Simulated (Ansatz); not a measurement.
# Ta2Co7Ni7: the cost of one run

Method: DFT PBE, scalar-relativistic, plane waves, PAW, in Ansatz 0.2.0.

## (1) Starting point

The cell holds 16 atoms (Co7Ni7Ta2): a = 5.636 Å, b = 5.765 Å, c = 5.973 Å, α = 92.28°, β = 87.51°, γ = 85.05°.

It is the last frame of an earlier stage of the same melt, run at 2810 K.

Structure file:

```
Co Ni Ta
1.0
     5.62894    0.24765    0.12882
     0.24765    5.75828   -0.11949
     0.12882   -0.11949    5.97062
Co Ni Ta
7 7 2
Direct
  0.62322 0.28813 0.57592
  0.48537 0.40296 0.96943
  0.15358 0.70939 0.11239
  0.56333 0.66307 0.61513
  0.87589 0.04507 0.88717
  0.13113 0.70813 0.72306
  0.31958 0.50514 0.36739
  0.49277 0.91231 0.87309
  0.62110 0.78305 0.24513
  0.28359 0.94767 0.42951
  0.86070 0.47760 0.96831
  0.86170 0.47948 0.40688
  0.69221 0.17818 0.16634
  0.87984 0.95697 0.48215
  0.11416 0.27667 0.68085
  0.15650 0.21949 0.16361
```

## (2) A single point on the frame at 2810 K

The electrons keep the Fermi-Dirac width of that temperature.

input.yaml

```yaml
crystal:
  lattice:
    - [5.628937, 0.247652, 0.128821]
    - [0.247652, 5.758279, -0.119491]
    - [0.128821, -0.119491, 5.970624]
  atoms:
    - { symbol: Co, position: [0.623218175, 0.2881294317, 0.5759167891] }
    - { symbol: Co, position: [0.4853699176, 0.4029574231, 0.9694283362] }
    - { symbol: Co, position: [0.153584638, 0.7093918276, 0.1123883451] }
    - { symbol: Co, position: [0.5633320438, 0.6630664343, 0.6151312073] }
    - { symbol: Co, position: [0.8758898921, 0.0450675798, 0.8871712694] }
    - { symbol: Co, position: [0.1311340244, 0.7081312649, 0.7230620999] }
    - { symbol: Co, position: [0.3195780498, 0.5051405527, 0.367389981] }
    - { symbol: Ni, position: [0.4927746917, 0.9123081517, 0.8730924774] }
    - { symbol: Ni, position: [0.6211008092, 0.7830465554, 0.2451263472] }
    - { symbol: Ni, position: [0.2835850928, 0.9476713849, 0.4295115522] }
    - { symbol: Ni, position: [0.860697613, 0.4776038302, 0.9683076593] }
    - { symbol: Ni, position: [0.861698829, 0.4794814586, 0.4068784158] }
    - { symbol: Ni, position: [0.6922129618, 0.1781823175, 0.1663399735] }
    - { symbol: Ni, position: [0.8798366807, 0.9569746054, 0.4821474571] }
    - { symbol: Ta, position: [0.114163513, 0.2766727317, 0.6808453445] }
    - { symbol: Ta, position: [0.1564980127, 0.2194862655, 0.1636051265] }
basis:
  ecutwfc: 420
kpoints:
  mp_grid: { grid: [4, 4, 4] }
hamiltonian:
  xc: pbe
scf:
  occupations: { method: fermi_dirac, width: 0.2421 }
output:
  forces: true
  stress: true
  eigenvalues: true
  populations: true
  write_density: true
  write_potential: true
  elf: true
  volumetric_format: npy
```

On the command line:

```bash
ansatz run input.yaml --threads 2 --pin off --max-ram 5120MiB --backend cpu --events-out ev --progress --plain --runs-dir out
```

Q: Estimate wall time and peak memory on 2 threads of Intel Xeon Platinum 8375C at 2.90GHz (Ice Lake), shared host.

About 71 s, with a peak of 1.2 GiB.
